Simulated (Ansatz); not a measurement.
I need a geometry optimisation of C2H9AlOSi, SMILES C[SiH](C)[AlH][OH]. Use the Python package of Ansatz (0.2.0). Level of theory: PBE0, def2-SVP basis, multiplicity 1.

```yaml
atoms:
  - { symbol: C, position_ang: [-1.5148, 0.1451, 0.9101] }
  - { symbol: Si, position_ang: [0.2636, 0.3805, 0.5892] }
  - { symbol: C, position_ang: [1.0996, -1.2299, 0.9330] }
  - { symbol: Al, position_ang: [0.6920, 0.9860, -1.6691] }
  - { symbol: O, position_ang: [0.0440, -0.1494, -3.0186] }
  - { symbol: H, position_ang: [-1.9683, -0.5856, 0.2334] }
  - { symbol: H, position_ang: [-2.0503, 1.1521, 0.6896] }
  - { symbol: H, position_ang: [-1.6929, -0.0761, 1.9509] }
  - { symbol: H, position_ang: [0.8094, 1.4506, 1.5089] }
  - { symbol: H, position_ang: [0.9670, -1.5125, 2.0299] }
  - { symbol: H, position_ang: [2.2100, -1.1163, 0.7831] }
  - { symbol: H, position_ang: [0.7449, -2.0148, 0.3011] }
  - { symbol: H, position_ang: [1.2939, 2.3773, -2.0449] }
  - { symbol: H, position_ang: [-0.9110, 0.1637, -3.1680] }
```

`opt_c2h9alosi.py`
```python
"""Geometry optimisation of C2H9AlOSi."""

import itertools
import warnings

import ansatz as az
from ase.data import atomic_numbers, covalent_radii
import numpy as np


def main() -> None:
    warnings.simplefilter("ignore", az.DeckWarning)

    geometry_ang = [
        ("C", (-1.5148, 0.1451, 0.9101)),
        ("Si", (0.2636, 0.3805, 0.5892)),
        ("C", (1.0996, -1.2299, 0.933)),
        ("Al", (0.692, 0.986, -1.6691)),
        ("O", (0.044, -0.1494, -3.0186)),
        ("H", (-1.9683, -0.5856, 0.2334)),
        ("H", (-2.0503, 1.1521, 0.6896)),
        ("H", (-1.6929, -0.0761, 1.9509)),
        ("H", (0.8094, 1.4506, 1.5089)),
        ("H", (0.967, -1.5125, 2.0299)),
        ("H", (2.21, -1.1163, 0.7831)),
        ("H", (0.7449, -2.0148, 0.3011)),
        ("H", (1.2939, 2.3773, -2.0449)),
        ("H", (-0.911, 0.1637, -3.168)),
    ]
    system = az.Crystal.molecule()
    for symbol, xyz in geometry_ang:
        system = system.atom(symbol, xyz)

    calculation = (
        system.calculation()
        .basis(gaussian="def2-SVP")
        .functional("pbe0")
        .accuracy("medium")
    )
    symbols = [site.symbol for site in system.cartesian_sites]
    start = np.array([site.position_ang for site in system.cartesian_sites], dtype=float)
    def progress(event):
        if event["event"] == "relax_step":
            row = event["data"]
            print(f"step {row['step']:3d}  E = {row['lagrangian_ev']:.6f} eV  largest force component {row['allowed_force_max_ev_ang']:.4f} eV/A")


    rep = calculation.relax(force_tolerance=0.01).session().plan().execute(on_event=progress).report
    end = np.array(rep["positions_ang"])

    for key in ("converged", "free_energy_ev", "reference_energy_ev", "n_frozen", "n_occupied", "n_virtual"):
        print(f"{key:22s} {rep[key]}")

    # pairs closer than 1.2 times the sum of covalent radii, before or after
    radius = [covalent_radii[atomic_numbers[s]] for s in symbols]
    span = lambda where, i, j: np.linalg.norm(where[i] - where[j])
    bonded = [(i, j) for i, j in itertools.combinations(range(len(symbols)), 2) if min(span(start, i, j), span(end, i, j)) < 1.2 * (radius[i] + radius[j])]
    print("pair        before    after (A)")
    for i, j in bonded:
        print(f"{symbols[i]}{i}-{symbols[j]}{j}".ljust(10), f"{span(start, i, j):8.4f} {span(end, i, j):8.4f}")
    with open("c2h9alosi_opt.xyz", "w") as handle:
        handle.write(f"{len(symbols)}\nrelaxed C2H9AlOSi\n")
        handle.writelines(f"{s:2s} {x:11.6f} {y:11.6f} {z:11.6f}\n" for s, (x, y, z) in zip(symbols, end))


if __name__ == "__main__":
    main()
```

```console
$ python opt_c2h9alosi.py
step   1  E = -18724.136205 eV  largest force component 2.3512 eV/A
step   2  E = -18724.615167 eV  largest force component 1.5058 eV/A
step   3  E = -18724.709296 eV  largest force component 1.3764 eV/A
step   4  E = -18724.822850 eV  largest force component 0.6236 eV/A
step   5  E = -18724.840861 eV  largest force component 0.2953 eV/A
step   6  E = -18724.906881 eV  largest force component 0.8250 eV/A
step   7  E = -18724.782987 eV  largest force component 3.4489 eV/A
step   8  E = -18724.953993 eV  largest force component 0.4242 eV/A
step   9  E = -18724.983304 eV  largest force component 0.2267 eV/A
step  10  E = -18724.998267 eV  largest force component 0.2442 eV/A
step  11  E = -18725.013071 eV  largest force component 0.1837 eV/A
step  12  E = -18725.010201 eV  largest force component 0.1592 eV/A
step  13  E = -18725.015962 eV  largest force component 0.0267 eV/A
step  14  E = -18725.016579 eV  largest force component 0.0308 eV/A
step  15  E = -18725.017133 eV  largest force component 0.0524 eV/A
step  16  E = -18725.017784 eV  largest force component 0.0407 eV/A
step  17  E = -18725.018272 eV  largest force component 0.0733 eV/A
step  18  E = -18725.018369 eV  largest force component 0.1051 eV/A
step  19  E = -18725.019687 eV  largest force component 0.1346 eV/A
step  20  E = -18725.020697 eV  largest force component 0.0777 eV/A
step  21  E = -18725.021673 eV  largest force component 0.0497 eV/A
step  22  E = -18725.022367 eV  largest force component 0.1067 eV/A
step  23  E = -18725.022744 eV  largest force component 0.1175 eV/A
step  24  E = -18725.023428 eV  largest force component 0.1373 eV/A
step  25  E = -18725.023830 eV  largest force component 0.1344 eV/A
step  26  E = -18725.024130 eV  largest force component 0.1820 eV/A
step  27  E = -18725.024873 eV  largest force component 0.1439 eV/A
step  28  E = -18725.025381 eV  largest force component 0.0920 eV/A
step  29  E = -18725.025853 eV  largest force component 0.0451 eV/A
step  30  E = -18725.026334 eV  largest force component 0.0329 eV/A
step  31  E = -18725.026065 eV  largest force component 0.1189 eV/A
step  32  E = -18725.026610 eV  largest force component 0.0398 eV/A
step  33  E = -18725.026700 eV  largest force component 0.0627 eV/A
step  34  E = -18725.025979 eV  largest force component 0.0894 eV/A
step  35  E = -18725.026069 eV  largest force component 0.1940 eV/A
step  36  E = -18725.026927 eV  largest force component 0.0150 eV/A
step  37  E = -18725.027004 eV  largest force component 0.0120 eV/A
step  38  E = -18725.027054 eV  largest force component 0.0227 eV/A
step  39  E = -18725.027076 eV  largest force component 0.0171 eV/A
step  40  E = -18725.027102 eV  largest force component 0.0070 eV/A
step  41  E = -18725.027109 eV  largest force component 0.0116 eV/A
step  42  E = -18725.027115 eV  largest force component 0.0128 eV/A
step  43  E = -18725.027123 eV  largest force component 0.0079 eV/A
converged              True
free_energy_ev         -18725.02715758566
reference_energy_ev    -18725.02715758566
n_frozen               0
n_occupied             [28, 28]
n_virtual              [95, 95]
pair        before    after (A)
C0-Si1       1.8224   1.8913
C0-H5        1.0943   1.1011
C0-H6        1.1616   1.1006
C0-H7        1.0788   1.1018
Si1-C2       1.8467   1.8953
Si1-Al3      2.3770   2.4549
Si1-H8       1.5129   1.5067
C2-H9        1.1405   1.1018
C2-H10       1.1262   1.1010
C2-H11       1.0683   1.1014
Al3-O4       1.8789   1.7136
Al3-H12      1.5618   1.5989
O4-H13       1.0161   0.9594
```

File `c2h9alosi_opt.xyz` afterwards:
```text
14
relaxed C2H9AlOSi
C    -1.620720   -0.079669    0.905636
Si    0.197827    0.302619    0.553721
C     1.302683   -1.097482    1.195088
Al    0.581135    0.762672   -1.826996
O    -0.817566    1.077654   -2.765449
H    -1.937904   -0.997047    0.385739
H    -2.267349    0.740576    0.558604
H    -1.790733   -0.220635    1.985026
H     0.567797    1.547862    1.317078
H     1.147326   -1.247736    2.275436
H     2.368192   -0.870872    1.035140
H     1.078901   -2.048270    0.686171
H     1.993042    0.810242   -2.575732
H    -0.815532    1.290785   -3.700863
```

Notes:
- The settings weren't tested for convergence.
- The end point is the stationary point reached from this start; no frequency run checks that it is a minimum, and the basis set is modest.
- Run time: 5.1 min on 1 thread of Arm Neoverse V1 (shared host), peak memory 0.36 GiB.

(Lines on the test bed's own set-up are left out of the output.)
